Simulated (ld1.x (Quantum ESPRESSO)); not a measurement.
# Al: generating and testing a PAW potential

Do these settings give a usable potential? It is generated, then checked for transferability, scattering, ghosts and hardness.

Method: ld1.x (Quantum ESPRESSO) 7.5, LDA (PW92), scalar-relativistic.

### 1 Settings

The settings as typed:

- element: aluminium (Al, Z = 13)
- type: PAW
- frozen core: [He]
- valence charge: 11
- reference configuration: 2s2 2p6 3s1 3p2
- partial waves: 2s (bound): rcut 0.90, rcutus 0.95 bohr; 3s (bound): rcut 0.90, rcutus 0.95 bohr; 2p (bound): rcut 0.90, rcutus 1.25 bohr; 3p (bound): rcut 0.90, rcutus 1.25 bohr
- local potential: all-electron potential smoothed inside 0.95 bohr (lloc = -1)
- core correction: Bessel-smoothed model core, default radius (core density twice the valence density)
- augmentation charge: BESSEL, radius 1.00 bohr

The outer shells as boxes (Hund's rule for the drawing; the calculation is spin-unpolarised):

```
[He] core
2s [↑↓]
2p [↑↓][↑↓][↑↓]
3s [↑ ]
3p [↑ ][↑ ][  ]
```

The nodes and maxima of the atom's own shells, from an earlier all-electron run, set the scale for the radii.

All-electron outer shells of the reference configuration (LDA (PW92), scalar-relativistic, ld1.x):

```
shell  level (eV)  outermost node (bohr)  outermost maximum (bohr)
   1s    -1506.12                      –                      0.08
   2s     -109.29                   0.17                      0.50
   2p      -71.49                      –                      0.43
   3s       -8.66                   0.80                      2.03
   3p       -3.41                   0.81                      2.55
```

### 2 The generation run

Contents of Al.in:

```
 &input
   title='Al', zed=13., rel=1, dft='PW', iswitch=3,
   config='[Ne] 3s1 3p2',
   nld=2, rlderiv=1.35, eminld=-10.0, emaxld=5.0, deld=0.04
 /
 &inputp
   pseudotype=3, lpaw=.true., tm=.true., lloc=-1, rcloc=0.95,
   nlcc=.true., new_core_ps=.true.,
   which_augfun='BESSEL', rmatch_augfun=1.00,
   file_pseudopw='Al.UPF', file_wfcaegen='ae.wfc', file_wfcncgen='nc.wfc', file_beta='beta', file_chi='chi', file_wfcusgen='us.wfc'
 /
4
2S  1  0   2.00   0.00  0.90  0.95  0.0
3S  2  0   1.00   0.00  0.90  0.95  0.0
2P  2  1   6.00   0.00  0.90  1.25  0.0
3P  3  1   2.00   0.00  0.90  1.25  0.0
 &test
   configts(1)='2s2 2p6 3s1 3p2'
 /
```

The run is started by

```
ld1.x < Al.in > Al.out
```

What the program wrote to Al.out (without the banner and most projector matrices):

```text
     Program LD1 v.7.5
     --------------------------- All-electron run ----------------------------

     Al
     scalar relativistic calculation

     atomic number is 13.00
     dft =PW   lsd =0 sic =0 latt =0  beta=0.20 tr2=1.0E-14
     Exchange-correlation= PW
                           (   1   4   0   0   0   0   0)
     mesh =1135 r(mesh) = 100.48924 a.u. xmin = -7.00 dx = 0.01250
     1 Ry =  13.60569312 eV, c = 137.03599908

     n l     nl                  e(Ry)          e(Ha)          e(eV)
     1 0     1S 1( 2.00)      -110.6979       -55.3489     -1506.1213
     2 0     2S 1( 2.00)        -8.0328        -4.0164      -109.2923
     2 1     2P 1( 6.00)        -5.2546        -2.6273       -71.4927
     3 0     3S 1( 1.00)        -0.6368        -0.3184        -8.6637
     3 1     3P 1( 2.00)        -0.2503        -0.1252        -3.4057

     final scf error:  5.2E-16 reached in  20 iterations

     Etot =    -483.152976 Ry,    -241.576488 Ha,   -6573.631125 eV

     Ekin =     483.508287 Ry,     241.754143 Ha,    6578.465374 eV
     Encl =   -1156.019325 Ry,    -578.009662 Ha,  -15728.444174 eV
     Eh   =     224.213828 Ry,     112.106914 Ha,    3050.584542 eV
     Exc  =     -34.855767 Ry,     -17.427883 Ha,    -474.236867 eV

     normalization and overlap integrals

     s(1S/1S) =  1.000000  <r> =   0.1206  <r2> =    0.0196  r(max) =   0.0789
     s(2S/2S) =  1.000000  <r> =   0.6288  <r2> =    0.4744  r(max) =   0.4954
     s(2P/2P) =  1.000000  <r> =   0.6040  <r2> =    0.4642  r(max) =   0.4264
     s(3S/3S) =  1.000000  <r> =   2.4801  <r2> =    7.1842  r(max) =   2.0341
     s(3P/3P) =  1.000000  <r> =   3.2790  <r2> =   12.8816  r(max) =   2.5473

     ------------------------ End of All-electron run ------------------------

     --------------------- Generating PAW atomic setup --------------------

      Generating local potential from pseudized AE potential:
      Matching radius rcloc =   0.9500

      Local pseudo, rcloc= 0.961 Estimated cut-off energy=    25.85 Ry

      Computing core charge for nlcc:

       r > 0.17 : true rho core
      Core charge pseudized with two Bessel functions
      Integrated core pseudo-charge :   1.61
      Wfc-us  2S rcutus= 0.961  Estimated cut-off energy=    55.72 Ry
      Wfc-us  3S rcutus= 0.961  Estimated cut-off energy=   111.76 Ry
      Wfc-us  2P rcutus= 1.265  Estimated cut-off energy=    52.64 Ry
      Wfc-us  3P rcutus= 1.265  Estimated cut-off energy=   102.55 Ry

     Required augmentation: BESSEL   radius:    1.000000
     Suggested rho cutoff for augmentation:  53.40 Ry

     Estimated PAW energy = -176.156185 Ryd

     The PAW screened D coefficients
     0.31290     0.53570     0.00000     0.00000
     0.53570     0.09551     0.00000     0.00000
     0.00000     0.00000    -4.99441    -0.58823
     0.00000     0.00000    -0.58823    -1.44073

     The PAW descreened D coefficients (US)
    -1.12033    -0.41984     0.00000     0.00000
    -0.41984    -0.34051     0.00000     0.00000
     0.00000     0.00000     2.02895    -1.70523
     0.00000     0.00000    -1.70523    -3.00493

     ------------------- End of pseudopotential generation -------------------

     [... the all-electron block is printed once more ...]


     Computing logarithmic derivative in   1.35503
     Computing logarithmic derivative in   1.35503
     Computing the partial wave expansion
     R is outside the sphere for l=    0 j= 0.00
     R is outside the sphere for l=    0 j= 0.00
     R is outside the sphere for l=    1 j= 0.00
     R is outside the sphere for l=    1 j= 0.00

     ---------------------- Testing the pseudopotential ----------------------

     Al
     scalar relativistic calculation

     atomic number is 13.00   valence charge is 11.00
     dft = SLA  PW   NOGX NOGC   lsd =0 sic =0 latt =0  beta=0.20 tr2=1.0E-14
     mesh =1135 r(mesh) = 100.48924 xmin = -7.00 dx = 0.01250

     n l     nl             e AE (Ry)        e PS (Ry)    De AE-PS (Ry)
     1 0     2S   1( 2.00)       -8.03284       -8.03262       -0.00022
     2 1     2P   1( 6.00)       -5.25462       -5.25440       -0.00022
     2 0     3S   1( 1.00)       -0.63677       -0.63674       -0.00003
     3 1     3P   1( 2.00)       -0.25031       -0.25031       -0.00001

     eps = 1.3E-15  iter =  6

     Etot =    -483.152976 Ry,    -241.576488 Ha,   -6573.631125 eV
     Etotps =  -176.156026 Ry,     -88.078013 Ha,   -2396.724832 eV

     Ekin =     167.152245 Ry,      83.576122 Ha,    2274.222147 eV
     Encl =    -427.520223 Ry,    -213.760112 Ha,   -5816.708959 eV
     Ehrt =     119.068032 Ry,      59.534016 Ha,    1620.003101 eV
     Ecxc =     -34.856079 Ry,     -17.428040 Ha,    -474.241121 eV
     (Ecc =      -8.995901 Ry,      -4.497950 Ha,    -122.395468 eV)

     ---------------------- End of pseudopotential test ----------------------
```

It took 1.4 s on 1 thread of Neoverse-V2, shared host. (Generation and the later configuration tests together.)

All-electron and pseudo partial waves u(r) = r·R(r), from the program's wave files:

```
r (bohr)   2p AE   2p PS    2s AE   2s PS
   0.062  0.1795  0.0139  -0.5992  0.2722
   0.125  0.5013  0.0552  -0.3132  0.5351
   0.188  0.7965  0.1207   0.1828  0.7717
   0.250  1.0116  0.2036   0.6281  0.9686
   0.312  1.1477  0.2986   0.9580  1.1224
   0.375  1.2166  0.4002   1.1698  1.2306
   0.438  1.2317  0.4993   1.2773  1.2899
   0.500  1.2087  0.5875   1.3059  1.3032
   0.562  1.1603  0.6609   1.2808  1.2777
   0.625  1.0946  0.7160   1.2189  1.2196
   0.688  1.0194  0.7489   1.1351  1.1383
   0.750  0.9411  0.7592   1.0413  1.0447
   0.812  0.8621  0.7488   0.9434  0.9454
   0.875  0.7834  0.7201   0.8448  0.8453
   0.938  0.7081  0.6771   0.7502  0.7502
   1.000  0.6381  0.6254   0.6630  0.6630
   1.062  0.5729  0.5691   0.5827  0.5827
   1.125  0.5118  0.5112   0.5086  0.5086
   1.188  0.4559  0.4559   0.4421  0.4421
   1.250  0.4059  0.4059   0.3839  0.3839
   1.312  0.3606  0.3606   0.3324  0.3324
   1.375  0.3192  0.3192   0.2864  0.2864
   1.438  0.2821  0.2821   0.2461  0.2461
   1.500  0.2494  0.2494   0.2117  0.2117
   1.562  0.2203  0.2203   0.1817  0.1817
   1.625  0.1939  0.1939   0.1553  0.1553
```

### 3 Transferability test

Contents of Al.test.in:

```
 &input
   title='Al', zed=13., rel=1, dft='PW', iswitch=2,
   config='[Ne] 3s1 3p2'
 /
 &test
   file_pseudo='Al.UPF', nconf=10,
   configts(1)='2s2 2p6 3s1 3p2',
   configts(2)='2s2 2p6 3s2 3p1',
   configts(3)='2s2 2p6 3s2 3p0',
   configts(4)='2s2 2p6 3s1 3p0',
   configts(5)='2s2 2p5 3s2 3p1',
   configts(6)='2s2 2p6 3s1 3p1',
   configts(7)='2s2 2p6 3s0 3p3',
   configts(8)='2s2 2p6 3s0 3p0',
   configts(9)='2s2 2p6 3s1 3p2', lsdts(9)=1,
   configts(10)='2s2 2p6 3s2 3p1', lsdts(10)=1
 /
```

The run is started by

```
ld1.x < Al.test.in > Al.test.out
```

Al.test.out, the pseudopotential blocks, each with the warnings that came before it:

```text
     ---------------------- Testing the pseudopotential ----------------------

     Al
     scalar relativistic calculation

     atomic number is 13.00   valence charge is 11.00
     dft =SLA  PW   NOGX NOGC   lsd =0 sic =0 latt =0  beta=0.20 tr2=1.0E-14
     mesh =1135 r(mesh) = 100.48924 xmin = -7.00 dx = 0.01250

     n l     nl             e AE (Ry)        e PS (Ry)    De AE-PS (Ry)
     1 0     2S   1( 2.00)       -8.03284       -8.03262       -0.00022
     2 1     2P   1( 6.00)       -5.25462       -5.25440       -0.00022
     2 0     3S   1( 1.00)       -0.63677       -0.63674       -0.00003
     3 1     3P   1( 2.00)       -0.25031       -0.25031       -0.00001

     eps = 1.3E-15  iter =  6

     Etot =    -483.152976 Ry,    -241.576488 Ha,   -6573.631125 eV
     Etotps =  -176.156026 Ry,     -88.078013 Ha,   -2396.724832 eV

     Ekin =     167.152245 Ry,      83.576122 Ha,    2274.222147 eV
     Encl =    -427.520223 Ry,    -213.760112 Ha,   -5816.708959 eV
     Ehrt =     119.068032 Ry,      59.534016 Ha,    1620.003101 eV
     Ecxc =     -34.856079 Ry,     -17.428040 Ha,    -474.241121 eV
     (Ecc =      -8.995901 Ry,      -4.497950 Ha,    -122.395468 eV)

     ---------------------- End of pseudopotential test ----------------------

     ---------------------- Testing the pseudopotential ----------------------

     Al
     [...]
     n l     nl             e AE (Ry)        e PS (Ry)    De AE-PS (Ry)
     1 0     2S   1( 2.00)       -7.90171       -7.89557       -0.00615  !
     2 1     2P   1( 6.00)       -5.12458       -5.12168       -0.00290
     2 0     3S   1( 2.00)       -0.57550       -0.57484       -0.00067
     3 1     3P   1( 1.00)       -0.20462       -0.20466        0.00004

     eps = 1.9E-15  iter = 13

     Etot =    -483.531856 Ry,    -241.765928 Ha,   -6578.786052 eV
     Etotps =  -176.534563 Ry,     -88.267281 Ha,   -2401.875085 eV
     dEtot_ae =      -0.378880 Ry
     dEtot_ps =      -0.378537 Ry,   Delta E=      -0.000344 Ry

     [...]
     ---------------------- End of pseudopotential test ----------------------

     ---------------------- Testing the pseudopotential ----------------------

     Al
     [...]
     n l     nl             e AE (Ry)        e PS (Ry)    De AE-PS (Ry)
     1 0     2S   1( 2.00)       -8.51653       -8.51081       -0.00572  !
     2 1     2P   1( 6.00)       -5.74020       -5.73822       -0.00198
     2 0     3S   1( 2.00)       -1.09635       -1.09556       -0.00080
     3 1     3P   1( 0.00)       -0.67256       -0.67255       -0.00001

     eps = 9.3E-15  iter = 14

     Etot =    -483.102560 Ry,    -241.551280 Ha,   -6572.945183 eV
     Etotps =  -176.105240 Ry,     -88.052620 Ha,   -2396.033846 eV
     dEtot_ae =       0.050416 Ry
     dEtot_ps =       0.050786 Ry,   Delta E=      -0.000371 Ry

     [...]
     ---------------------- End of pseudopotential test ----------------------

     ---------------------- Testing the pseudopotential ----------------------

     Al
     [...]
     n l     nl             e AE (Ry)        e PS (Ry)    De AE-PS (Ry)
     1 0     2S   1( 2.00)       -9.41923       -9.42746        0.00823  !
     2 1     2P   1( 6.00)       -6.64276       -6.64996        0.00721  !
     2 0     3S   1( 1.00)       -1.75876       -1.75984        0.00108
     3 1     3P   1( 0.00)       -1.27790       -1.27885        0.00095

     eps = 7.2E-15  iter = 16

     Etot =    -481.678860 Ry,    -240.839430 Ha,   -6553.574752 eV
     Etotps =  -174.681461 Ry,     -87.340731 Ha,   -2376.662359 eV
     dEtot_ae =       1.474116 Ry
     dEtot_ps =       1.474565 Ry,   Delta E=      -0.000448 Ry

     [...]
     ---------------------- End of pseudopotential test ----------------------

     BEWARE! Errors in PS-KS equations
     Warning: n=1, l=0 expected 0 nodes, found 1
     Warning: n=2, l=0 expected 1 nodes, found 2
     Warning: n=2, l=1 expected 0 nodes, found 1
     ---------------------- Testing the pseudopotential ----------------------

     Al
     [...]
     n l     nl             e AE (Ry)        e PS (Ry)    De AE-PS (Ry)
     1 0     2S   1( 2.00)       -9.83609      -10.61378        0.77769  !
     2 1     2P   1( 5.00)       -7.11661       -7.20445        0.08784  !
     2 0     3S   1( 2.00)       -1.34308       -1.49364        0.15056  !
     3 1     3P   1( 1.00)       -0.85397       -0.87789        0.02391  !

     eps = 1.1E-18  iter = 15

     Etot =    -477.439735 Ry,    -238.719867 Ha,   -6495.898516 eV
     Etotps =   -74.954864 Ry,     -37.477432 Ha,   -1019.812884 eV
     dEtot_ae =       5.713241 Ry
     dEtot_ps =     101.201162 Ry,   Delta E=     -95.487920 Ry

     [...]
     ---------------------- End of pseudopotential test ----------------------

     ---------------------- Testing the pseudopotential ----------------------

     Al
     [...]
     n l     nl             e AE (Ry)        e PS (Ry)    De AE-PS (Ry)
     1 0     2S   1( 2.00)       -8.64141       -8.64268        0.00127
     2 1     2P   1( 6.00)       -5.86376       -5.86501        0.00125
     2 0     3S   1( 1.00)       -1.15517       -1.15527        0.00010
     3 1     3P   1( 1.00)       -0.72341       -0.72349        0.00008

     eps = 5.1E-15  iter =  9

     Etot =    -482.674876 Ry,    -241.337438 Ha,   -6567.126240 eV
     Etotps =  -175.677893 Ry,     -87.838947 Ha,   -2390.219504 eV
     dEtot_ae =       0.478100 Ry
     dEtot_ps =       0.478133 Ry,   Delta E=      -0.000033 Ry

     [...]
     ---------------------- End of pseudopotential test ----------------------

     ---------------------- Testing the pseudopotential ----------------------

     Al
     [...]
     n l     nl             e AE (Ry)        e PS (Ry)    De AE-PS (Ry)
     1 0     2S   1( 2.00)       -8.15227       -8.15350        0.00123
     2 1     2P   1( 6.00)       -5.37279       -5.37193       -0.00086
     2 0     3S   1( 0.00)       -0.68922       -0.68934        0.00012
     3 1     3P   1( 3.00)       -0.28959       -0.28956       -0.00003

     eps = 1.7E-15  iter = 18

     Etot =    -482.759762 Ry,    -241.379881 Ha,   -6568.281174 eV
     Etotps =  -175.762670 Ry,     -87.881335 Ha,   -2391.372954 eV
     dEtot_ae =       0.393214 Ry
     dEtot_ps =       0.393356 Ry,   Delta E=      -0.000142 Ry

     [...]
     ---------------------- End of pseudopotential test ----------------------

     ---------------------- Testing the pseudopotential ----------------------

     Al
     [...]
     n l     nl             e AE (Ry)        e PS (Ry)    De AE-PS (Ry)
     1 0     2S   1( 2.00)      -10.43749      -10.44069        0.00320
     2 1     2P   1( 6.00)       -7.66016       -7.66137        0.00121
     2 0     3S   1( 0.00)       -2.36508       -2.35161       -0.01347  !
     3 1     3P   1( 0.00)       -1.82375       -1.82444        0.00070

     eps = 2.7E-15  iter = 12

     Etot =    -479.589361 Ry,    -239.794681 Ha,   -6525.145671 eV
     Etotps =  -172.592118 Ry,     -86.296059 Ha,   -2348.235399 eV
     dEtot_ae =       3.563615 Ry
     dEtot_ps =       3.563908 Ry,   Delta E=      -0.000292 Ry

     [...]
     ---------------------- End of pseudopotential test ----------------------

     ---------------------- Testing the pseudopotential ----------------------

     Al
     [...]
     n l     nl             e AE (Ry)        e PS (Ry)    De AE-PS (Ry)
     1 0     2S   1( 1.00)       -7.99931       -7.99824       -0.00107
     2 1     2P   1( 3.00)       -5.22273       -5.22179       -0.00094
     2 0     3S   1( 1.00)       -0.68206       -0.68194       -0.00012
     3 1     3P   1( 2.00)       -0.28804       -0.28801       -0.00003
     1 0     2S   2( 1.00)       -7.97590       -7.97468       -0.00122
     2 1     2P   2( 3.00)       -5.19494       -5.19394       -0.00101
     2 0     3S   2( 0.00)       -0.46417       -0.46407       -0.00010
     3 1     3P   2( 0.00)       -0.10934       -0.10935        0.00001

     eps = 6.6E-15  iter = 13

     Etot =    -483.274779 Ry,    -241.637389 Ha,   -6575.288332 eV
     Etotps =  -176.277809 Ry,     -88.138905 Ha,   -2398.381777 eV
     dEtot_ae =      -0.121802 Ry
     dEtot_ps =      -0.121783 Ry,   Delta E=      -0.000019 Ry

     [...]
     ---------------------- End of pseudopotential test ----------------------

     ---------------------- Testing the pseudopotential ----------------------

     Al
     [...]
     n l     nl             e AE (Ry)        e PS (Ry)    De AE-PS (Ry)
     1 0     2S   1( 1.00)       -7.89842       -7.89233       -0.00609  !
     2 1     2P   1( 3.00)       -5.12195       -5.11906       -0.00289
     2 0     3S   1( 1.00)       -0.59380       -0.59311       -0.00068
     3 1     3P   1( 1.00)       -0.22146       -0.22150        0.00004
     1 0     2S   2( 1.00)       -7.89347       -7.88733       -0.00615  !
     2 1     2P   2( 3.00)       -5.11562       -5.11274       -0.00288
     2 0     3S   2( 1.00)       -0.54627       -0.54562       -0.00065
     3 1     3P   2( 0.00)       -0.17791       -0.17796        0.00005

     eps = 7.3E-16  iter = 13

     Etot =    -483.542662 Ry,    -241.771331 Ha,   -6578.933067 eV
     Etotps =  -176.545368 Ry,     -88.272684 Ha,   -2402.022101 eV
     dEtot_ae =      -0.389686 Ry
     dEtot_ps =      -0.389342 Ry,   Delta E=      -0.000343 Ry

     [...]
     ---------------------- End of pseudopotential test ----------------------
```

1 test gave no usable energy difference (2s2 2p5 3s2 3p1).

The tests as a table, with energies relative to 2s2 2p6 3s1 3p2. Spin-polarised rows fill open shells by Hund's rule and count from the unpolarised reference.

| valence configuration | charge | ΔE all-electron (eV) | error AE − PS (meV) |
| --- | --- | --- | --- |
| 2s2 2p6 3s2 3p1 | 0 | -5.155 | -4.7 |
| 2s2 2p6 3s2 3p0 | +1 | 0.686 | -5.0 |
| 2s2 2p6 3s1 3p0 | +2 | 20.056 | -6.1 |
| 2s2 2p6 3s1 3p1 | +1 | 6.505 | -0.4 |
| 2s2 2p6 3s0 3p3 | 0 | 5.350 | -1.9 |
| 2s2 2p6 3s0 3p0 | +3 | 48.485 | -4.0 |
| 2s2 2p6 3s1 3p2 (spin-polarised) | 0 | -1.657 | -0.3 |
| 2s2 2p6 3s2 3p1 (spin-polarised) | 0 | -5.302 | -4.7 |

### 4 Scattering by logarithmic derivatives

Taken from the files of the generation run. The phase is arctan(r·u′/u) with u = r·R, unwrapped, with energies in Ry. A pole is an energy at which the radial function vanishes at the test radius. The pseudo phase is shifted by a multiple of π to meet the all-electron one at the reference energy. Levels narrower than the energy grid can be missing from the poles. Left out: s, where the overlap operator is not positive , so their phases aren't trusted. The last column is the largest difference on the grid between −1 and +1 Ry.

| channel | radius (bohr) | reference (Ry) | poles AE | poles PS | window around the reference with phases within 0.05 rad (Ry) | largest difference near zero (rad) |
| --- | --- | --- | --- | --- | --- | --- |
| p | 1.35 | -0.25 | -4.76 | -4.76 | below 3.0 | 0.001 |

Phases (rad) along the scan:

```
E (Ry)    p AE    p PS
-10.00   1.297   1.295
 -9.52   1.286   1.283
 -9.04   1.272   1.269
 -8.56   1.254   1.252
 -8.08   1.232   1.230
 -7.60   1.202   1.199
 -7.12   1.157   1.154
 -6.64   1.077   1.074
 -6.16   0.889   0.885
 -5.68   0.075   0.071
 -5.20  -1.279  -1.279
 -4.72  -1.584  -1.585
 -4.24  -1.694  -1.695
 -3.76  -1.756  -1.756
 -3.28  -1.799  -1.800
 -2.80  -1.835  -1.836
 -2.32  -1.868  -1.869
 -1.84  -1.901  -1.902
 -1.36  -1.936  -1.936
 -0.88  -1.974  -1.975
 -0.40  -2.019  -2.019
  0.08  -2.071  -2.071
  0.56  -2.136  -2.136
  1.04  -2.217  -2.219
  1.52  -2.324  -2.329
  2.00  -2.467  -2.478
  2.48  -2.661  -2.685
  2.96  -2.917  -2.961
  3.44  -3.223  -3.291
  3.92  -3.533  -3.616
  4.40  -3.797  -3.882
  4.88  -4.000  -4.080
```

### 5 Plane-wave convergence, by spherical Bessel functions

A separate test, outside the generator: the pseudo-atom's Hamiltonian at the reference potential is diagonalised in spherical Bessel functions j_l(qr) that vanish at 20 bohr, with q² up to the cutoff.

No cutoffs are read. The overlap operator is not positive in s (lowest eigenvalue -170.326), so the test is not defined there. The ghost test is not conclusive.

### 6 What came out

| quantity | value |
| --- | --- |
| cutoffs | not determined |
| bound ghosts | not determined |
| largest test error (AE − PS), unpolarised tests | -6.1 meV, for 2s2 2p6 3s1 3p0 (1 test unsolved) |
| largest phase difference near zero energy, channels read | 0.001 rad |
| lowest eigenvalue of the overlap (Bessel basis) | -170.326 (s) |

**Reading.** The overlap operator is not positive definite in s, so a plane-wave run would break down once the basis is large enough. The worst unpolarised test, 2s2 2p6 3s1 3p0, is off by 6.1 meV on 20.1 eV; by total energies transferability rates as good where solved. Of the tests 1 gave no usable energy difference, which is a warning in itself. No cutoffs are read. Ghosts could not be judged. Near zero energy the phases of the channels with partial waves that could be evaluated agree within 0.001 rad. All of this concerns the isolated atom, not yet a solid.
